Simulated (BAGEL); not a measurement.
# HF/6-31G(d) (density fitting with qzvpp-jkfit, spherical functions) run of TiH4O4 (SMILES O[Ti](O)(O)O)

Aim: the energy change on altering one bond length of TiH4O4 at HF/6-31G* (density fitting with qzvpp-jkfit, spherical functions), from 2 runs. 

Program for the calculation: BAGEL 1.2.2.

### 1 The system as given

The species is TiH4O4 (9 atoms), meant as a singlet with charge 0. As SMILES, `O[Ti](O)(O)O`. The shape is that of a PBE0-D4/def2-TZVP optimisation. This is one conformer, not always the lowest.

Bond lengths: O1–Ti2 1.801 Å, Ti2–O3 1.801 Å, Ti2–O4 1.801 Å, Ti2–O5 1.801 Å, O1–H6 0.958 Å, O3–H7 0.958 Å, O4–H8 0.958 Å, O5–H9 0.958 Å. Angles: O1–Ti2–O3 108.5°, O1–Ti2–O4 109.9°, O1–Ti2–O5 110.0°, O3–Ti2–O4 110.0°, O3–Ti2–O5 109.9°, O4–Ti2–O5 108.5°, Ti2–O1–H6 129.5°, Ti2–O3–H7 129.5°, Ti2–O4–H8 129.5°, Ti2–O5–H9 129.6°.

### 2 The energy at HF/6-31G(d) (density fitting with qzvpp-jkfit, spherical functions)

input.json

```json
{ "bagel" : [

{
  "title" : "molecule",
  "basis" : "6-31gs.json",
  "df_basis" : "qzvpp-jkfit",
  "angstrom" : true,
  "geometry" : [
    { "atom" : "O", "xyz" : [   -0.125250,    1.268390,   -1.272730 ] },
    { "atom" : "Ti", "xyz" : [    0.000070,    0.000090,   -0.000050 ] },
    { "atom" : "O", "xyz" : [    1.651710,   -0.715310,   -0.066120 ] },
    { "atom" : "O", "xyz" : [   -1.235630,   -1.279200,   -0.283830 ] },
    { "atom" : "O", "xyz" : [   -0.290490,    0.726280,    1.622320 ] },
    { "atom" : "H", "xyz" : [   -0.813470,    1.413950,   -1.922910 ] },
    { "atom" : "H", "xyz" : [    2.270980,   -0.885970,    0.644480 ] },
    { "atom" : "H", "xyz" : [   -1.123140,   -2.176250,   -0.600550 ] },
    { "atom" : "H", "xyz" : [   -0.334770,    1.648010,    1.879390 ] }
  ]
},
{ "title" : "hf" },
{ "title" : "print", "file" : "orbitals.molden", "orbitals" : true }

]}
```

The basis set 6-31G* is read from a file made from the Basis Set Exchange's data (not shown).

On the command line:

```bash
BAGEL_NUM_THREADS=1 BAGEL input.json > input.out
```

The program printed:

```text
* using 1 threads per process

  ===============================================================
  ===============================================================

  *** Geometry ***

  { "atom" : "O", "xyz" : [     -0.236688,      2.396910,     -2.405111 ] },
  { "atom" : "Ti", "xyz" : [      0.000132,      0.000170,     -0.000094 ] },
  { "atom" : "O", "xyz" : [      3.121280,     -1.351740,     -0.124949 ] },
  { "atom" : "O", "xyz" : [     -2.335002,     -2.417338,     -0.536361 ] },
  { "atom" : "O", "xyz" : [     -0.548947,      1.372470,      3.065740 ] },
  { "atom" : "H", "xyz" : [     -1.537236,      2.671978,     -3.633773 ] },
  { "atom" : "H", "xyz" : [      4.291530,     -1.674241,      1.217891 ] },
  { "atom" : "H", "xyz" : [     -2.122427,     -4.112516,     -1.134875 ] },
  { "atom" : "H", "xyz" : [     -0.632624,      3.114288,      3.551532 ] },

  Number of auxiliary basis functions:      644

  Since a DF basis is specified, we compute 2- and 3-index integrals:
    o Being stored without compression. Storage requirement is 0.049 GB

  Number of basis functions:       98
  Number of electrons      :       58

    * METHOD: MOLECULE                             0.52

  *** RHF ***

  === Nuclear Repulsion ===
   327.3350931368

      * DIIS with orbital gradients will be used.

  === RHF iteration (6-31gs.json) ===
      0      -1149.53894474          0.03155027           0.15
      1      -1149.43633428          0.03980759           0.14
      2      -1150.28079745          0.00351081           0.14
      3      -1150.29034797          0.00076307           0.14
      4      -1150.29090777          0.00017402           0.14
      5      -1150.29096675          0.00005692           0.14
      6      -1150.29097616          0.00001752           0.13
      7      -1150.29097713          0.00000471           0.13
      8      -1150.29097717          0.00000222           0.17
      9      -1150.29097718          0.00000083           0.14
     10      -1150.29097718          0.00000026           0.13
     11      -1150.29097718          0.00000011           0.13
     12      -1150.29097718          0.00000004           0.13
     13      -1150.29097718          0.00000002           0.13
     14      -1150.29097718          0.00000001           0.13
    * SCF iteration converged.

    * Permanent dipole moment:
           (    0.000631,     0.000003,    -0.000737) a.u.

    * METHOD: HF                                   2.43

    * METHOD: PRINT                                0.04

  ===============================================================
```

Wall time 3.6 s (1 thread of AMD EPYC 7R43 (Zen 3), shared host); peak memory 0.19 GiB.

### 3 The distorted shape

job.json

```json
{ "bagel" : [

{
  "title" : "molecule",
  "basis" : "6-31gs.json",
  "df_basis" : "qzvpp-jkfit",
  "angstrom" : true,
  "geometry" : [
    { "atom" : "O", "xyz" : [   -0.187912,    1.902563,   -1.909093 ] },
    { "atom" : "Ti", "xyz" : [    0.000070,    0.000090,   -0.000050 ] },
    { "atom" : "O", "xyz" : [    1.651710,   -0.715310,   -0.066120 ] },
    { "atom" : "O", "xyz" : [   -1.235630,   -1.279200,   -0.283830 ] },
    { "atom" : "O", "xyz" : [   -0.290490,    0.726280,    1.622320 ] },
    { "atom" : "H", "xyz" : [   -0.876132,    2.048123,   -2.559273 ] },
    { "atom" : "H", "xyz" : [    2.270980,   -0.885970,    0.644480 ] },
    { "atom" : "H", "xyz" : [   -1.123140,   -2.176250,   -0.600550 ] },
    { "atom" : "H", "xyz" : [   -0.334770,    1.648010,    1.879390 ] }
  ]
},
{
  "title" : "hf"
},
{
  "title" : "print",
  "file" : "orbitals.molden",
  "orbitals" : true
}

]}
```

The basis set 6-31G* is read from a file made from the Basis Set Exchange's data (not shown).

On the command line:

```bash
BAGEL_NUM_THREADS=1 BAGEL job.json > job.out
```

The program printed:

```text
* using 1 threads per process

  ===============================================================
  ===============================================================

  *** Geometry ***

  { "atom" : "O", "xyz" : [     -0.355102,      3.595323,     -3.607663 ] },
  { "atom" : "Ti", "xyz" : [      0.000132,      0.000170,     -0.000094 ] },
  { "atom" : "O", "xyz" : [      3.121280,     -1.351740,     -0.124949 ] },
  { "atom" : "O", "xyz" : [     -2.335002,     -2.417338,     -0.536361 ] },
  { "atom" : "O", "xyz" : [     -0.548947,      1.372470,      3.065740 ] },
  { "atom" : "H", "xyz" : [     -1.655650,      3.870392,     -4.836325 ] },
  { "atom" : "H", "xyz" : [      4.291530,     -1.674241,      1.217891 ] },
  { "atom" : "H", "xyz" : [     -2.122427,     -4.112516,     -1.134875 ] },
  { "atom" : "H", "xyz" : [     -0.632624,      3.114288,      3.551532 ] },

  Number of auxiliary basis functions:      644

  Since a DF basis is specified, we compute 2- and 3-index integrals:
    o Being stored without compression. Storage requirement is 0.049 GB

  Number of basis functions:       98
  Number of electrons      :       58

    * METHOD: MOLECULE                             0.57

  *** RHF ***

  === Nuclear Repulsion ===
   300.3927873006

      * DIIS with orbital gradients will be used.

  === RHF iteration (6-31gs.json) ===
      0      -1149.27884557          0.03259660           0.27
      1      -1142.40229793          0.10292344           0.14
      2      -1150.02497258          0.01266594           0.14
      3      -1150.14761393          0.00207865           0.13
      4      -1150.15217597          0.00112320           0.13
      5      -1150.15356695          0.00034942           0.14
      6      -1150.15388826          0.00013655           0.13
      7      -1150.15397033          0.00004531           0.14
      8      -1150.15398019          0.00001931           0.18
      9      -1150.15398138          0.00000974           0.13
     10      -1150.15398165          0.00000424           0.13
     11      -1150.15398169          0.00000193           0.13
     12      -1150.15398170          0.00000089           0.13
     13      -1150.15398170          0.00000035           0.13
     14      -1150.15398170          0.00000019           0.13
     15      -1150.15398170          0.00000010           0.13
     16      -1150.15398170          0.00000004           0.12
     17      -1150.15398170          0.00000002           0.12
     18      -1150.15398170          0.00000001           0.12
     19      -1150.15398170          0.00000001           0.12
    * SCF iteration converged.

    * Permanent dipole moment:
           (   -0.281219,     1.388709,    -1.480237) a.u.

    * METHOD: HF                                   3.17

    * METHOD: PRINT                                0.04

  ===============================================================
```

It took 4.5 s on 1 thread of AMD EPYC 7R43 (Zen 3), shared host; peak memory 0.19 GiB.

### 4 Summary of results

At HF/6-31G* (density fitting with qzvpp-jkfit, spherical functions):

```
                                                          quantity           value
                                         first shape: total energy  -1150.29098 Eh
                                        first shape: dipole moment          0.00 D
                                          first shape: HOMO energy       -13.13 eV
                                          first shape: LUMO energy         2.18 eV
                                        first shape: HOMO–LUMO gap        15.31 eV
                                     distorted shape: total energy  -1150.15398 Eh
                                    distorted shape: dipole moment          5.21 D
                                      distorted shape: HOMO energy        -9.51 eV
                                      distorted shape: LUMO energy         0.80 eV
                                    distorted shape: HOMO–LUMO gap        10.31 eV
energy change with the O1–Ti2 bond stretched from 1.801 to 2.702 Å        3.728 eV
```

**Reading.** With the O1–Ti2 bond stretched from 1.801 to 2.702 Å the energy rises by 3.73 eV (86 kcal/mol). The first shape isn't relaxed at this level, so the change isn't measured from a minimum. A restricted reference can't describe the breaking bond well at this length.
